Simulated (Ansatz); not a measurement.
# KZn5Pd: the cost of one run

Program: Ansatz 0.2.0. Level of theory: DFT PBE, scalar-relativistic, plane waves, PAW. These are calculated values, not measurements.

1 further run of the same task is left out (it didn't finish).

## 1. The structure to begin with

It takes space group P4/mmm (No. 123, tetragonal). Conventional cell: a = 4.074 Å, b = 4.074 Å, c = 7.155 Å, α = 90.00°, β = 90.00°, γ = 90.00°. Around K (site symmetry 4/mmm) lie 12 Zn at 2.83 to 2.88 Å. Zn (site symmetry 2mm) is surrounded by 2 Pd at 2.60 Å and 2 K at 2.83 Å and 6 Zn at 2.83 to 2.88 Å. Around Zn (site symmetry 4/mmm) lie 8 Zn at 2.83 Å and 4 K at 2.88 Å. Pd (site symmetry 4/mmm) has 8 Zn at 2.60 Å as nearest neighbours.

Structure file:

```xyz
7
Lattice="4.0737 0.0000 0.0000 0.0000 4.0737 0.0000 0.0000 0.0000 7.1549" Properties=species:S:1:pos:R:3 pbc="T T T"
K     2.0369    2.0369    0.0000
Zn    2.0369    0.0000    5.1959
Zn    0.0000    2.0369    5.1959
Zn    2.0369    0.0000    1.9590
Zn    0.0000    2.0369    1.9590
Zn    0.0000    0.0000    0.0000
Pd    0.0000    0.0000    3.5774
```

This is candidate A: ZnPd5Se type (P4/mmm, No. 123).

(A quick probe on a coarse mesh, which set the mesh and smearing, is not shown.)

## 3. Coarse relaxation (candidate A)

Contents of input.yaml:

```yaml
crystal:
  lattice:
    - [4.0737115257, 0.0, 0.0]
    - [0.0, 4.0737115257, 0.0]
    - [0.0, 0.0, 7.1548698621]
  atoms:
    - { symbol: K, position: [0.5, 0.5, 0.0] }
    - { symbol: Zn, position: [0.5, 0.0, 0.7262] }
    - { symbol: Zn, position: [0.0, 0.5, 0.7262] }
    - { symbol: Zn, position: [0.5, 0.0, 0.2738] }
    - { symbol: Zn, position: [0.0, 0.5, 0.2738] }
    - { symbol: Zn, position: [0.0, 0.0, 0.0] }
    - { symbol: Pd, position: [0.0, 0.0, 0.5] }
basis:
  ecutwfc: 420
kpoints:
  mp_grid: { grid: [4, 4, 4] }
hamiltonian:
  xc: pbe
scf:
  occupations: { method: gaussian, width: 0.1 }
  lower_state_search: "off"
output:
  forces: true
  stress: true
  eigenvalues: true
relax:
  adjacent_minimum: "off"
  f_tol: 0.04
  max_steps: 70
  cell: { stress_tol: 0.4 }
```

On the command line:

```
$ ansatz run input.yaml --threads 1 --pin off --max-ram 2560MiB --backend cpu --events-out ev --progress --plain --runs-dir out
```

What time and memory should one allow on 1 thread of Intel Xeon at 2.70GHz, shared host?

About 2.2 min, with a peak of 0.5 GiB.
